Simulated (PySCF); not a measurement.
**BiCl+: bond curves at several levels of theory**

What are the lowest state that PBE0 finds, the bond length, vibrational wavenumber and bond energy of BiCl+, and how much do these hang on the method?

Method: Bi def2-SVPD with ECP60, Cl def2-SVPD, scalar-relativistic core potentials; program: PySCF 2.14.0.

### Step 1. Set-up

The job is set up so:

```json
{
  "atoms": "Bi, Cl",
  "charge": "1",
  "basis": "Bi def2-SVPD with ECP60, Cl def2-SVPD",
  "Hamiltonian": "scalar-relativistic core potentials",
  "basis functions": "59",
  "electrons treated": "39",
  "masses in u": "208.9804, 34.9689",
  "levels": "PBE0, PBE, r²SCAN, BLYP, TPSSh, PW91, HSE06, HF, MP2, SCS-MP2, CCSD, CCSD(T)",
  "grid": "80 radial by 434 angular points",
  "occupations": "held fixed by the projection of orbital angular momentum",
  "dissociation limit": "Bi+ + Cl, each in its ground configuration",
  "starting distance in angstrom": "2.530",
  "values of 2S to try": "1, 3"
}
```

The run is started by

```sh
$ OMP_NUM_THREADS=1 python dia.py task.json out
```

The runs that follow: The PBE0 curve of the state that the search chose; Excited determinants; PBE (GGA); r²SCAN; BLYP (GGA); TPSSh; PW91; HSE06; UHF (mean field); Correlated methods on the Hartree–Fock reference.

Before running it: what results should come out? Wanted: for each run, Re; ωe; De; μ.

The runs gave:

Lowest PBE0 solution found, without spin–orbit coupling: ²Π (doublet), unpaired electrons π ↑. State 2 has its PBE0 minimum 2.39 eV higher. The other levels ran on the lowest alone.

```
      level  Re (Å)  ωe (cm⁻¹)  De (eV)  μ (D)
        UHF   2.380        404     1.50  -2.82
    UHF-MP2   2.387        397     2.83    n/a
UHF-SCS-MP2   2.393        393     2.70    n/a
   UHF-CCSD   2.395        391     2.59    n/a
UHF-CCSD(T)   2.403        382     2.75    n/a
        PBE   2.401        379     3.53  -1.61
       PW91   2.400        379     3.55  -1.60
       BLYP   2.424        366     3.37  -1.60
     r²SCAN   2.386        392     3.33  -1.83
      TPSSh   2.389        390     3.32  -1.91
       PBE0   2.376        399     3.20  -1.96
      HSE06   2.379        397     3.23  -1.94
```

De is counted to Bi+ + Cl in their ground configurations. A positive dipole points from Bi to Cl; in an ion it is taken about the centre of mass and does not tell which atom is negative.

Differences from CCSD(T) in the same basis:

```
      level  Re (mÅ)  ωe (%)
        UHF      -24    +5.8
    UHF-MP2      -16    +3.9
UHF-SCS-MP2      -11    +2.8
   UHF-CCSD       -9    +2.2
        PBE       -2    -0.8
       PW91       -3    -0.7
       BLYP      +20    -4.3
     r²SCAN      -18    +2.6
      TPSSh      -15    +2.2
       PBE0      -27    +4.4
      HSE06      -24    +3.8
```

Judged by CCSD(T) in the same basis: best bond length PBE (-2 mÅ), worst PBE0 (-27 mÅ); best wavenumber PW91 (-0.7 %), worst UHF (+5.8 %). Hartree–Fock makes the bond too short and too stiff against this reference, as it mostly does. CCSD(T) in a basis this small is itself some way from its limit, more so than the functionals. Of the levels with a De here, UHF gives the least (1.50 eV) and PW91 the most (3.55 eV).

Correlated steps freeze 9 core orbitals. These are scalar-relativistic numbers at best; spin–orbit coupling would shift them, the dissociation energy most. At some levels the lowest empty orbital lies below the highest filled one (the two can be of opposite spin). With spin–orbit coupling the term label itself may not hold.
